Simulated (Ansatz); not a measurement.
# GeH3O (SMILES [OH][GeH2]) at UB3LYP/6-31G(d) (spherical functions)

What is the energy change on altering one bond length of GeH3O at UB3LYP/6-31G* (spherical functions)? 

The calculation is run with Ansatz 0.2.0.

7 further runs of the same task are left out: 7 set aside as unsound or not needed.

### 1 The molecule

GeH3O has 5 atoms, charge 0, and is taken as a doublet. As SMILES, `[OH][GeH2]`. The coordinates come from a PBE0-D4/def2-TZVP relaxation. This is one conformer, not always the lowest.

Bond lengths: O1–Ge2 1.786 Å, O1–H3 0.960 Å, Ge2–H4 1.546 Å, Ge2–H5 1.557 Å. Angles: O1–Ge2–H4 103.8°, O1–Ge2–H5 108.9°, Ge2–O1–H3 112.6°, H4–Ge2–H5 111.8°.

### 2 A single-point energy at UB3LYP/6-31G(d) (spherical functions)

Input file molecule.yaml:

```yaml
basis:
  gaussian:
    orbitals: 6-31Gs-spherical.json
crystal:
  periodic: [false, false, false]
  atoms:
    - {symbol: O, position_ang: [0.355500, -1.075800, 0.460700]}
    - {symbol: Ge, position_ang: [-0.520100, 0.416100, 0.017700]}
    - {symbol: H, position_ang: [1.097400, -0.907600, 1.046500]}
    - {symbol: H, position_ang: [-1.396800, -0.014400, -1.180300]}
    - {symbol: H, position_ang: [0.513900, 1.508000, -0.385900]}
hamiltonian:
  xc: {name: B3LYP}
output: {orbitals: {seedname: orbitals}}
magnetization:
  spin_polarized: true
  initial_magnetization: 1
accuracy: high
```

The basis set 6-31G* is read from a file made from the Basis Set Exchange's data (not shown).

The run is started by

```bash
$ ansatz run molecule.yaml --threads 1 --pin off --max-ram 2610MiB --events-out events.jsonl --progress --plain --runs-dir runs
```

Log:

```text
Warning: RAYON_NUM_THREADS=1 ignored (pool sized by the plan → 1); use --threads N
Functional definition: B3LYP
  name "B3LYP"
  parameter a0 = 0.2
  parameter ax = 0.72
  parameter ac = 0.81
  exchange = (1 - a0 - ax)*slater_x + ax*b88_x + a0*exact_x
  correlation = (1 - ac)*vwn_rpa_c + ac*lyp_c
1045 factors; integrals over basis functions are off by at most 3.9e-9 eV
mean field evaluation 1: about -58601.6936 eV, gradient 3.7e1 eV
mean field evaluation 2: about -58574.7867 eV, gradient 8.5e1 eV
mean field evaluation 4: about -58606.3596 eV, gradient 1.8e0 eV
mean field evaluation 8: about -58606.4529 eV, gradient 1.6e-1 eV
mean field evaluation 16: about -58606.4530 eV, gradient 6.1e-5 eV
mean field -58606.45303964 eV, -2153.7474243260 hartree, gradient 3.0e-8 eV, S^2 0.751637; 0 other end points of the search recorded, 0 dependent functions left out
reference -58606.45307324 eV, -2153.7474255608 hartree; 22, 21 occupied and 30, 31 virtual orbitals, 1045 factors
Total energy: -58606.45307324 eV, -2153.7474255608 hartree
```

Run time: 4.5 s. Hardware: 1 thread of Intel Xeon Platinum 8488C (Sapphire Rapids), shared host; peak memory 0.22 GiB.

### 3 The distorted shape

Input file in.yaml:

```yaml
crystal:
  periodic: [false, false, false]
  atoms:
    - symbol: O
      position_ang: [0.132916, -1.126263, 0.284949]
    - symbol: Ge
      position_ang: [-0.742684, 0.365637, -0.158051]
    - symbol: H
      position_ang: [1.097400, -0.907600, 1.046500]
    - symbol: H
      position_ang: [-1.619384, -0.064863, -1.356051]
    - symbol: H
      position_ang: [0.291316, 1.457537, -0.561651]
basis:
  gaussian:
    orbitals: 6-31Gs-spherical.json
hamiltonian:
  xc: {name: B3LYP}
magnetization:
  spin_polarized: true
  initial_magnetization: 1
accuracy: high
output: {orbitals: {seedname: orbitals}}
```

The basis set 6-31G* is read from a file made from the Basis Set Exchange's data (not shown).

The run is started by

```bash
$ ansatz run in.yaml --threads 1 --pin off --max-ram 2610MiB --events-out events.jsonl --progress --plain --runs-dir runs
```

Log (excerpt; [...] marks lines left out):

```text
Warning: RAYON_NUM_THREADS=1 ignored (pool sized by the plan → 1); use --threads N
[... 7 set-up lines as earlier in the session ...]
1048 factors; integrals over basis functions are off by at most 4.6e-9 eV
mean field evaluation 1: about -58600.3566 eV, gradient 3.6e1 eV
mean field evaluation 2: about -58565.5720 eV, gradient 9.2e1 eV
mean field evaluation 4: about -58605.2956 eV, gradient 2.1e0 eV
mean field evaluation 8: about -58605.3826 eV, gradient 1.7e-1 eV
mean field evaluation 16: about -58605.3828 eV, gradient 2.0e-4 eV
mean field -58605.38276124 eV, -2153.7080923203 hartree, gradient 2.8e-8 eV, S^2 0.752005; 0 other end points of the search recorded, 0 dependent functions left out
reference -58605.38279502 eV, -2153.7080935617 hartree; 22, 21 occupied and 30, 31 virtual orbitals, 1048 factors
Total energy: -58605.38279502 eV, -2153.7080935617 hartree
```

It took 4.8 s on 1 thread of Intel Xeon Platinum 8488C (Sapphire Rapids), shared host; peak memory 0.22 GiB.

### 4 What came out

At UB3LYP/6-31G* (spherical functions):

```
                                                         quantity           value
                                        first shape: total energy  -2153.74743 Eh
                  first shape: HOMO energy (highest over α and β)        -5.64 eV
                   first shape: LUMO energy (lowest over α and β)        -2.92 eV
                                                first shape: ⟨S²⟩           0.752
                                    distorted shape: total energy  -2153.70809 Eh
              distorted shape: HOMO energy (highest over α and β)        -5.56 eV
               distorted shape: LUMO energy (lowest over α and β)        -2.85 eV
                                            distorted shape: ⟨S²⟩           0.752
energy change with the O1–H3 bond stretched from 0.960 to 1.248 Å        1.070 eV
```

**Reading.** With the O1–H3 bond stretched from 0.960 to 1.248 Å the energy rises by 1.07 eV (25 kcal/mol). The first shape isn't relaxed at this level, so the change isn't measured from a minimum.
